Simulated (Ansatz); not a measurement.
# CaWO4: the cost of one run

Method: DFT r2SCAN, scalar-relativistic, plane waves, PAW, and further levels as typed in the inputs, in Ansatz 0.2.0.

## 1. Starting point

The structure is tetragonal, space group I4_1/a (No. 88). Conventional cell: a = 5.243 Å, b = 5.243 Å, c = 11.374 Å, α = 90.00°, β = 90.00°, γ = 90.00°. Around Ca (site symmetry -4) lie 8 O at 2.38 to 2.50 Å. W (site symmetry -4) has 4 O at 1.83 Å as nearest neighbours. Around O (site symmetry 1) lie 1 W at 1.83 Å and 2 Ca at 2.38 to 2.50 Å.

Structure file:

```cif
data_structure
_symmetry_space_group_name_H-M 'P 1'
_symmetry_Int_Tables_number 1
_cell_length_a 6.7885
_cell_length_b 6.7885
_cell_length_c 6.7885
_cell_angle_alpha 134.569
_cell_angle_beta 134.569
_cell_angle_gamma 66.201
_cell_volume 156.32
loop_
_atom_site_label
_atom_site_type_symbol
_atom_site_fract_x
_atom_site_fract_y
_atom_site_fract_z
_atom_site_occupancy
Ca1 Ca 0.75000 0.25000 0.50000 1
Ca2 Ca 0.00000 0.00000 0.00000 1
W1 W 0.25000 0.75000 0.50000 1
W2 W 0.50000 0.50000 0.00000 1
O1 O 0.09470 0.98970 0.40260 1
O2 O 0.73970 0.83710 0.39500 1
O3 O 0.58710 0.69210 0.59740 1
O4 O 0.44210 0.34470 0.60500 1
O5 O 0.65530 0.26030 0.09740 1
O6 O 0.01030 0.41290 0.10500 1
O7 O 0.16290 0.55790 0.90260 1
O8 O 0.30790 0.90530 0.89500 1
```

The structure rests on an entry of the Crystallography Open Database; cell or positions may have been set otherwise for this series.

## 2. Relaxing the atoms: CaWO4, no spin

Input file input.yaml:

```yaml
crystal:
  lattice:
    - [-2.62145, 2.62145, 5.68685]
    - [2.62145, -2.62145, 5.68685]
    - [2.62145, 2.62145, -5.68685]
  atoms:
    - { symbol: Ca, position: [0.75, 0.25, 0.5] }
    - { symbol: Ca, position: [0.0, 0.0, 0.0] }
    - { symbol: W, position: [0.25, 0.75, 0.5] }
    - { symbol: W, position: [0.5, 0.5, 0.0] }
    - { symbol: O, position: [0.0947, 0.9897, 0.4026] }
    - { symbol: O, position: [0.7397, 0.8371, 0.395] }
    - { symbol: O, position: [0.5871, 0.6921, 0.5974] }
    - { symbol: O, position: [0.4421, 0.3447, 0.605] }
    - { symbol: O, position: [0.6553, 0.2603, 0.0974] }
    - { symbol: O, position: [0.0103, 0.4129, 0.105] }
    - { symbol: O, position: [0.1629, 0.5579, 0.9026] }
    - { symbol: O, position: [0.3079, 0.9053, 0.895] }
scf:
  occupations: { method: fixed }
output:
  forces: true
  stress: true
  eigenvalues: true
  write_density: true
  write_potential: true
  elf: true
  volumetric_format: npy
kpoints:
  mp_grid: { grid: [4, 4, 4] }
hamiltonian:
  xc: r2scan
relax:
  f_tol: 0.005
  max_steps: 60
```

The run is started by

```bash
> ansatz run input.yaml --threads 8 --pin off --max-ram 32768MiB --backend cpu --events-out ev --progress --plain --runs-dir out
```

What time and memory should one allow on 8 threads of Intel Xeon Platinum 8375C at 2.90GHz (Ice Lake), shared host?

About 15 s, with a peak of 1.5 GiB.
